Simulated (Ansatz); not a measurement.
# H4O3SeTi: small, medium and large basis sets

An exercise on one series of results from a longer session: the logs are not shown, and one member is left open.

The runs use Ansatz 0.2.0, Gaussian basis; one geometry, several basis sets.

Plan: PBE0-D4/def2-SVP; ωB97M-V/def2-SVP; PBE0-D4/def2-QZVPP; ωB97M-V/def2-QZVPP; the functionals' def2-TZVPP values are taken from earlier runs.

## The geometry

All runs share one geometry, relaxed beforehand with PBE0-D4 in a triple-zeta def2 set.

9 atoms, charge 0, spin multiplicity 1.

Atoms are counted from 1 here; the program's logs count them from 0.

Bond lengths: O1–Ti2 1.791 Å, O1–H6 0.958 Å, Ti2–O3 1.785 Å, Ti2–O4 1.782 Å, Ti2–Se5 2.451 Å, O3–H7 0.958 Å, O4–H8 0.957 Å, Se5–H9 1.472 Å. Angles: Ti2–O1–H6 130.8°, O1–Ti2–O3 111.5°, O1–Ti2–O4 110.2°, O1–Ti2–Se5 110.6°, O3–Ti2–O4 112.3°, O3–Ti2–Se5 104.2°, O4–Ti2–Se5 107.8°, Ti2–O3–H7 132.5°, Ti2–O4–H8 136.3°, Ti2–Se5–H9 91.1°.

Set-up of the first run:

Input file in.yaml:

```yaml
crystal:
  periodic: [false, false, false]
  atoms:
    - {symbol: O, position_ang: [-0.225133, 1.196671, -1.418167]}
    - {symbol: Ti, position_ang: [0.259223, 0.038521, -0.141137]}
    - {symbol: O, position_ang: [2.025198, -0.224538, -0.131074]}
    - {symbol: O, position_ang: [-0.650841, -1.483472, -0.311962]}
    - {symbol: Se, position_ang: [-0.223114, 0.952537, 2.081129]}
    - {symbol: H, position_ang: [-0.963933, 1.183777, -2.028506]}
    - {symbol: H, position_ang: [2.562304, -1.005249, 0.011544]}
    - {symbol: H, position_ang: [-1.128332, -2.073079, 0.271527]}
    - {symbol: H, position_ang: [-1.566970, 1.368631, 1.649546]}
basis:
  gaussian: {orbitals: def2-SVP}
hamiltonian: {xc: pbe0, dispersion: d4}
output: {orbitals: {seedname: orbitals}}
```

Launch:

```
$ ansatz run in.yaml --threads 2 --pin off --events-out ev --progress --plain --max-ram 32768MiB --backend cpu
```

Steps of the session up to this table: PBE0-D4 in def2-SVP; ωB97M-V in def2-SVP; PBE0-D4 in def2-QZVPP; ωB97M-V in def2-QZVPP.

One of the session's tables, all rows but one given; the rest of the session is left out.

It belongs to the step «Density functionals: the series». 

```
functional       basis  HOMO (eV)  LUMO (eV)
   PBE0-D4    def2-SVP      -6.65      -1.73
   PBE0-D4  def2-TZVPP      -6.86      -1.87
   PBE0-D4  def2-QZVPP          ?          ?
   ωB97M-V    def2-SVP      -8.72       0.50
   ωB97M-V  def2-TZVPP      -8.96       0.30
   ωB97M-V  def2-QZVPP      -8.98       0.21
```

**Question.** Estimate the row for PBE0-D4, def2-QZVPP.

The run gave: HOMO (eV): -6.88; LUMO (eV): -1.90. In the column «HOMO (eV)» it lies between ωB97M-V, def2-SVP (-8.72) and PBE0-D4, def2-TZVPP (-6.86).
